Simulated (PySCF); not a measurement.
# F5HMoS (Mo(SH)F5): the cost of one run

Programs: PySCF 2.14.0, with routines of our own; each step states its level. All values are computed. Atoms count from 0.

1 further run of the same task is left out (for a basis unfit for spin-orbit shieldings).

## 1. The starting structure

8 atoms, charge 0, multiplicity 1; geometry from: GFN2-xTB.

## 2. Relaxing the molecule at PBE0-D3(BJ)/def2-SVP

What the job is given:

```
{"job": {"xc": "PBE0", "basis": "def2-SVP", "d3": "d3bj", "grid": 1, "maxiter": 30, "shake": 0.03, "kind": "geom"}, "charge": 0, "multiplicity": 1}
Mo     0.204110     0.051230    -0.367690
S      0.091450     0.068310     1.968170
H     -0.930880    -0.782090     2.229510
F      0.139410     0.052350    -2.215720
F      1.868180     0.134310    -0.412640
F     -1.617980     0.136720    -0.420320
F      0.216530     1.859320    -0.411210
F      0.167400    -1.605820    -0.453800
```

Launch:

```sh
$ OMP_NUM_THREADS=1 python heavy_run.py task.json out
```

One launch serves the whole session: the jobs run in the order shown.

**Question.** How long does this first job take on 1 thread of Intel Xeon 6975P-C, shared host, and how much memory does it need?

About 3 min, with a peak of 0.52 GiB.
